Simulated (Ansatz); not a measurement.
Predict the output of the script below (Ansatz's Python interface).

The script, `beo_pa.py`:
```python
import warnings

import ansatz as az
import numpy as np

GEOMETRY = """
Be    0.00000    0.00000    0.00000
O     0.00000    0.00000    1.56000
"""

warnings.simplefilter("ignore", az.DeckWarning)

system = az.Crystal.molecule()
for line in GEOMETRY.strip().splitlines():
    symbol, *xyz = line.split()
    system = system.atom(symbol, [float(v) for v in xyz])

base = (
    system.calculation()
    .basis(gaussian="def2-SVP")
    .functional("b3lyp", dispersion="d4")
)
symbols = [site.symbol for site in system.cartesian_sites]
start = np.array([site.position_ang for site in system.cartesian_sites], dtype=float)
report = base.relax(force_tolerance=0.01).run(threads=1).report
end = np.array(report["positions_ang"])

away = sum((end[1] - end[j]) / np.linalg.norm(end[1] - end[j]) for j in [0]) + np.array([0.15, 0.1, -0.2])
proton = end[1] + 1.0 * away / np.linalg.norm(away)
acid = az.Crystal.molecule()
for symbol, place in zip(symbols, end):
    acid = acid.atom(symbol, place.tolist())
acid = acid.atom("H", proton.tolist())
protonated = acid.calculation()
protonated = protonated.basis(gaussian="def2-SVP").functional("b3lyp", dispersion="d4")
protonated = protonated.charge(1)
protonated = protonated.relax(force_tolerance=0.01, max_steps=80)
after = protonated.run(threads=1).report
xyz = np.array(after["positions_ang"])
reach = np.linalg.norm(xyz[:-1] - xyz[-1], axis=1)
print(f"base {report['free_energy_ev']:.5f} eV, protonated {after['free_energy_ev']:.5f} eV")
print(f"the proton ends {reach.min():.3f} A from {symbols[reach.argmin()]}{reach.argmin()}")
print(f"electronic proton affinity {23.060548 * (report['free_energy_ev'] - after['free_energy_ev']):.1f} kcal/mol")
```

```console
$ python beo_pa.py
base -2444.22804 eV, protonated -2454.26635 eV
the proton ends 0.964 A from O1
electronic proton affinity 231.5 kcal/mol
```

Reading the output:
- Total energies depend on the basis set; only differences at equal settings carry meaning.
- The proton is put on one chosen atom, which needn't be the most basic site, so the molecule's proton affinity can be higher; the ends are stationary points, not checked by frequencies, and zero-point and thermal terms count only where printed.
- b3lyp holds the VWN-RPA fit, as in Gaussian; the form of ORCA and Turbomole is b3lyp5.
- The spin state was assumed, and another may lie lower.
- Run time: 3.5 s on 1 thread of Intel(R) Xeon(R) 6975P-C (Granite Rapids), on a shared host, peak memory 0.17 GiB.

(Lines on the test bed's own set-up are left out of the output.)
